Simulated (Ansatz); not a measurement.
# H4MoN2OS: up Jacob's ladder to CCSD(T)

The task here is to estimate one member of a computed series from the others.

Computed with Ansatz 0.2.0, Gaussian basis. Level: functionals in def2-TZVPP, the program's frozen cores in correlated methods.

Levels to be run: LDA (SPW92), PBE-D4, revPBE-D4, BLYP-D4, r2SCAN-D4, B97M-V, PBE0-D4, B3LYP-D4, r2SCANh-D4, r2SCAN0-D4, HSE06-D4, BHLYP-D4, CAM-B3LYP-D4, LC-ωPBE, ωB97X-V, ωB97M-V, B2PLYP, PBE-QIDH; CCSD(T)/def2-SVP; CCSD(T)/def2-TZVPP; MP2/def2-QZVPP; extrapolation to the limit; RPA on PBE.

### The relaxed structure

All runs share one geometry, relaxed beforehand with PBE0-D4 in a triple-zeta def2 set. Mo takes the def2 core potential; no spin-orbit term is included.

SMILES `[NH2][Mo]([NH2])(=[O])=[S]`, 9 atoms, charge 0, spin multiplicity 1.

Atoms are counted from 1 here; the program's logs count them from 0.

Bond lengths: N1–Mo2 1.924 Å, N1–H6 1.008 Å, N1–H7 1.009 Å, Mo2–N3 1.924 Å, Mo2–O4 1.673 Å, Mo2–S5 2.120 Å, N3–H8 1.009 Å, N3–H9 1.008 Å. Angles: Mo2–N1–H6 124.7°, Mo2–N1–H7 122.9°, H6–N1–H7 112.1°, N1–Mo2–N3 111.2°, N1–Mo2–O4 107.5°, N1–Mo2–S5 108.2°, N3–Mo2–O4 107.5°, N3–Mo2–S5 108.2°, O4–Mo2–S5 114.3°, Mo2–N3–H8 122.9°, Mo2–N3–H9 124.7°, H8–N3–H9 112.1°.

The first run:

in.yaml

```yaml
crystal:
  periodic: [false, false, false]
  atoms:
    - {symbol: N, position_ang: [-1.383944, 0.394732, -0.800873]}
    - {symbol: Mo, position_ang: [0.446373, -0.075573, -0.437821]}
    - {symbol: N, position_ang: [0.718670, -0.419888, 1.435770]}
    - {symbol: O, position_ang: [0.774241, -1.493268, -1.263083]}
    - {symbol: S, position_ang: [1.673772, 1.561145, -0.994975]}
    - {symbol: H, position_ang: [-1.745707, 1.335613, -0.800597]}
    - {symbol: H, position_ang: [-2.073323, -0.277250, -1.102090]}
    - {symbol: H, position_ang: [0.683963, -1.346114, 1.833873]}
    - {symbol: H, position_ang: [0.994555, 0.274200, 2.112696]}
basis:
  gaussian: {orbitals: def2-TZVPP}
hamiltonian: {xc: lda}
output: {orbitals: {seedname: orbitals}}
```

Launch:

```sh
$ ansatz run in.yaml --threads 4 --pin off --events-out ev --progress --plain --max-ram 10444MiB
```

Among the steps run: LDA; PBE-D4 (GGA); revPBE-D4 (GGA); BLYP-D4 (GGA); r2SCAN-D4 (meta-GGA); B97M-V (meta-GGA); PBE0-D4 (hybrid); B3LYP-D4 (hybrid); r2SCANh-D4 (hybrid); r2SCAN0-D4 (hybrid); HSE06-D4 (hybrid); BHLYP-D4 (hybrid); CAM-B3LYP-D4 (range-separated); LC-ωPBE (range-separated); ωB97X-V (range-separated); ωB97M-V (range-separated); B2PLYP (double hybrid); PBE-QIDH (double hybrid).

One table of the session follows, with a row left open; its other results are not shown here.

It belongs to the step «Orbital energies across the functionals». 

```
  functional  HOMO (eV)  LUMO (eV)  gap (eV)
 LDA (SPW92)      -6.29      -3.35      2.94
      PBE-D4      -6.12      -3.17      2.95
   revPBE-D4      -6.06      -3.11      2.95
     BLYP-D4      -5.97      -3.05      2.92
   r2SCAN-D4      -6.41      -3.15      3.26
      B97M-V      -6.45      -3.09      3.37
     PBE0-D4          ?          ?         ?
    B3LYP-D4      -7.11      -2.66      4.46
  r2SCANh-D4      -6.87      -2.88      3.99
  r2SCAN0-D4      -7.55      -2.47      5.08
    HSE06-D4      -6.95      -2.85      4.10
    BHLYP-D4      -8.42      -1.63      6.79
CAM-B3LYP-D4      -8.61      -1.43      7.18
     LC-ωPBE      -9.90      -0.39      9.51
     ωB97X-V      -9.55      -0.43      9.12
     ωB97M-V      -9.43      -0.44      8.99
```

Estimate the missing values for PBE0-D4.

**Answer.** HOMO (eV): -7.35; LUMO (eV): -2.48; gap (eV): 4.87. In the column «HOMO (eV)» it lies between r2SCAN0-D4 (-7.55) and B3LYP-D4 (-7.11).
